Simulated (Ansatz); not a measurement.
# GaH3OS: the cost of one run

Program: Ansatz 0.2.0. Level of theory: RKS PBE0-D4/def2-SVP. These are calculated values, not measurements.

### 1 Reference run: GaH3OS, relaxed

Contents of input.yaml:

```yaml
crystal:
  periodic: [false, false, false]
  atoms:
    - { symbol: Ga, position_ang: [-0.995337, 0.159193, -0.347674] }
    - { symbol: O, position_ang: [0.860988, 0.297532, 0.817351] }
    - { symbol: S, position_ang: [-0.367208, -1.817628, -0.728217] }
    - { symbol: H, position_ang: [0.75863, -0.857469, 0.286571] }
    - { symbol: H, position_ang: [-1.822595, 1.473514, -0.331363] }
    - { symbol: H, position_ang: [1.565522, 0.744858, 0.303432] }
basis:
  gaussian: { orbitals: def2-SVP }
hamiltonian:
  xc: pbe0
  dispersion: d4
output:
  forces: true
relax:
  f_tol: 0.02
  max_steps: 120
  constraints: [{ distance: [1, 3] }, { distance: [0, 1] }, { distance: [2, 3] }]
  escape_saddle: false
```

Started as:

```bash
$ ansatz run input.yaml --threads 1 --pin off --max-ram 2560MiB --backend cpu --events-out ev --progress --plain --runs-dir out
```

What time and memory should one allow on 1 thread of Arm Neoverse V2, shared host?

About 12 s, with a peak of 0.16 GiB.
